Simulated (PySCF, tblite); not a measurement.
**C₄H₉AlO₃Si: geometry, infrared bands and NMR shifts**

What infrared bands and NMR shifts should C₄H₉AlO₃Si (`[SiH3]O/C=[CH]/[Al]1[O]CC[O]1`) show?

Computed with tblite 0.8.0 and PySCF 2.14.0, with density-fitted response routines of our own, on a single molecule in the gas phase. Atoms are numbered from 0 throughout.

### Step 1. The molecule as given

18 atoms, charge 0, multiplicity 1; geometry from: force field or distance geometry start.

Bonds of the start (Å): Si0–O1 1.74, O1–C2 1.37, C2–C3 1.34, C3–Al4 1.94, Al4–O5 1.87, O5–C6 1.39, C6–C7 1.50, C7–O8 1.40, O8–Al4 1.85, Si0–H9 1.48, Si0–H10 1.48, Si0–H11 1.47, C2–H12 1.09, C3–H13 1.08, C6–H14 1.14, C6–H15 1.10, C7–H16 1.12, C7–H17 1.10.

### Step 2. Geometry optimisation with GFN2-xTB

What the job is given:

```
{"job": {"kind": "relax", "xc": "GFN2-xTB", "basis": "xTB"}, "charge": 0, "multiplicity": 1}
Si     4.314400    -0.684100    -0.436000
O      2.996900    -0.368300     0.648600
C      1.668600    -0.448800     0.344300
C      0.972000     0.558000    -0.208300
Al    -0.914800     0.300100    -0.584600
O     -2.184800     1.570200    -1.090500
C     -3.309700     0.762300    -0.986800
C     -3.201500    -0.076000     0.249100
O     -2.107300    -0.942800     0.100300
H      4.225200     0.237000    -1.595000
H      5.592700    -0.374900     0.244100
H      4.302900    -2.087900    -0.858800
H      1.145900    -1.383800     0.565100
H      1.473700     1.487000    -0.418600
H     -4.165600     1.487600    -0.810600
H     -3.524000     0.202800    -1.904100
H     -4.109500    -0.732700     0.279600
H     -3.183700     0.500500     1.185700
```

Command:

```console
> OMP_NUM_THREADS=1 python probes_run.py task.json out
```

One launch serves the whole session: the jobs run in the order shown.

**Question.** This job is followed by: GFN2-xTB harmonic vibrations, gas phase; GIAO PBE0/pcSseg-1 NMR shielding, non-relativistic, gas phase. Predict these results of the whole session: strongest single infrared mode (GFN2-xTB); zero-point energy (GFN2-xTB); 13C shifts against TMS (PBE0/pcSseg-1, means over atoms taken as alike); 1H shifts against TMS (PBE0/pcSseg-1, means over atoms taken as alike); 29Si shifts against TMS (PBE0/pcSseg-1); 17O shifts against H2O (PBE0/pcSseg-1, means over atoms taken as alike); 27Al shifts against AlH4- (PBE0/pcSseg-1); surface potential, 1st and 99th percentile.

**Answer**, as computed:

| quantity | value |
| --- | --- |
| strongest single infrared mode (GFN2-xTB) | 813 cm⁻¹, 476 km/mol |
| zero-point energy (GFN2-xTB) | 76.9 kcal/mol |
| 13C shifts against TMS (PBE0/pcSseg-1, means over atoms taken as alike) | 170.4, 91.3, 67.0 ppm |
| 1H shifts against TMS (PBE0/pcSseg-1, means over atoms taken as alike) | 7.02, 4.96, 4.36, 4.31 ppm |
| 29Si shifts against TMS (PBE0/pcSseg-1) | -44.6 ppm |
| 17O shifts against H2O (PBE0/pcSseg-1, means over atoms taken as alike) | 137.2, 38.7 ppm |
| 27Al shifts against AlH4- (PBE0/pcSseg-1) | 81.8 ppm |
| surface potential, 1st and 99th percentile | -1.64 V and 2.23 V |

In words: The optimisation took 167 steps and gained 1.211 eV; among the close pairs (by a distance rule), Al4–O5 changed most, from 1.866 to 1.703 Å. No mode is imaginary among the 48: a minimum at this level. The strongest single mode, at 813 cm⁻¹, is spread over many atoms; the largest shares are those of H11, H9. Unscaled tight-binding wavenumbers are off by several per cent, some by more. Its intensities can rank the bands wrongly. C2 (alkene carbon bearing oxygen) lies farthest downfield among carbon, at 170.4 ppm; an sp2 carbon further deshielded by the attached heteroatom. H12 (hydrogen on an alkene carbon bearing oxygen) lies farthest downfield among hydrogen, at 7.02 ppm; olefinic region. At PBE0/pcSseg-1: The largest span, 242 ppm, is at O1, where the paramagnetic term is -196 ppm. At PBE0/pcSseg-1, counted by nearest atom on the grid, the HOMO lies on O5, O8 about 31 % each; 4 H atoms about 7 % each, the LUMO on C2 27 %; Al4 25 %.
